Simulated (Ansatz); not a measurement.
**C2H7BS: taking an electron away**

Aim: the vertical ionisation energy of C2H7BS, as cation minus neutral at the neutral's geometry, on several levels, and how well −ε(HOMO) stands in for it.

The runs use Ansatz 0.2.0, Gaussian basis; unrestricted cation, the program's frozen cores in correlated methods.

The runs, in order: UKS PBE-D4/def2-TZVPP; UKS r2SCAN-D4/def2-TZVPP; UKS PBE0-D4/def2-TZVPP; UKS B3LYP-D4/def2-TZVPP; UKS wB97X-V/def2-TZVPP; UKS wB97M-V/def2-TZVPP; UKS B2PLYP/def2-TZVPP; UHF-CCSD(T)/def2-TZVPP; UHF-MP2/def2-QZVPP; extrapolation to the limit; then −ε(HOMO) from the neutral's earlier runs with LDA (SPW92), PBE-D4, revPBE-D4, BLYP-D4, r2SCAN-D4, B97M-V, PBE0-D4, B3LYP-D4, r2SCANh-D4, r2SCAN0-D4, HSE06-D4, BHLYP-D4, CAM-B3LYP-D4, LC-ωPBE, ωB97X-V, ωB97M-V.

### Step 1. The geometry

All runs share one geometry, relaxed beforehand with PBE0-D4 in a triple-zeta def2 set.

SMILES `CCBS`, 11 atoms, charge 0, spin multiplicity 1.

Atoms are counted from 1 here; the program's logs count them from 0.

Bond lengths: C1–C2 1.528 Å, C1–H5 1.093 Å, C1–H6 1.092 Å, C1–H7 1.092 Å, C2–B3 1.561 Å, C2–H8 1.101 Å, C2–H9 1.095 Å, B3–S4 1.778 Å, B3–H10 1.198 Å, S4–H11 1.346 Å. Angles: C2–C1–H5 111.3°, C2–C1–H6 111.1°, C2–C1–H7 111.6°, H5–C1–H6 107.3°, H5–C1–H7 107.5°, H6–C1–H7 107.9°, C1–C2–B3 114.1°, C1–C2–H8 108.7°, C1–C2–H9 110.6°, B3–C2–H8 105.1°, B3–C2–H9 112.3°, H8–C2–H9 105.5°, C2–B3–S4 125.5°, C2–B3–H10 121.2°, S4–B3–H10 113.3°, B3–S4–H11 98.9°.

### Step 2. Cation, UKS PBE-D4/def2-TZVPP

The input, in.yaml:

```yaml
crystal:
  periodic: [false, false, false]
  atoms:
    - {symbol: C, position_ang: [-1.404487, 0.465318, 0.135651]}
    - {symbol: C, position_ang: [-0.178100, -0.442970, 0.221024]}
    - {symbol: B, position_ang: [1.183149, 0.310305, 0.088623]}
    - {symbol: S, position_ang: [2.596888, -0.266592, -0.822166]}
    - {symbol: H, position_ang: [-1.485231, 0.930372, -0.849884]}
    - {symbol: H, position_ang: [-1.350190, 1.270351, 0.872100]}
    - {symbol: H, position_ang: [-2.328352, -0.089971, 0.313557]}
    - {symbol: H, position_ang: [-0.152633, -0.908713, 1.218841]}
    - {symbol: H, position_ang: [-0.263746, -1.273507, -0.487423]}
    - {symbol: H, position_ang: [1.369777, 1.357024, 0.640698]}
    - {symbol: H, position_ang: [2.078326, -1.408617, -1.310223]}
basis:
  gaussian: {orbitals: def2-TZVPP}
total_charge: 1
magnetization: {spin_polarized: true, initial_magnetization: 1}
hamiltonian: {xc: pbe, dispersion: d4}
```

Started as:

```bash
> ansatz run in.yaml --threads 2 --pin off --events-out ev --progress --plain --max-ram 32768MiB --backend cpu
```

After this run come: Cation, UKS r2SCAN-D4/def2-TZVPP; Cation, UKS PBE0-D4/def2-TZVPP; Cation, UKS B3LYP-D4/def2-TZVPP; Cation, UKS wB97X-V/def2-TZVPP; Cation, UKS wB97M-V/def2-TZVPP; Cation, UKS B2PLYP (frozen core)/def2-TZVPP; Cation, UHF-CCSD(T)/def2-TZVPP; Cation, UHF-MP2/def2-QZVPP.

Before running them: what should the planned runs give, taken together? Wanted: ionisation energy, CCSD(T)/CBS; nearest functional by difference; nearest −ε(HOMO); −ε(HOMO) of PBE; T1 of the cation.

The runs gave:

| quantity | value |
| --- | --- |
| ionisation energy, CCSD(T)/CBS | 10.58 eV |
| nearest functional by difference | ωB97X-V (-0.13 eV) |
| nearest −ε(HOMO) | ωB97X-V (-0.14 eV) |
| −ε(HOMO) of PBE | 6.93 eV |
| T1 of the cation | 0.015 |

In words: By cation minus neutral, the functionals miss by 0.51 eV at most. −ε(HOMO) of PBE misses by 3.6 eV, since self-interaction lifts the level. Among orbital estimates ωB97X-V comes nearest. Hartree-Fock falls 1.35 eV short, as the neutral has more correlation energy than the cation. The cation may have settled in a state other than its lowest; no search over hole states beyond the program's own was made.
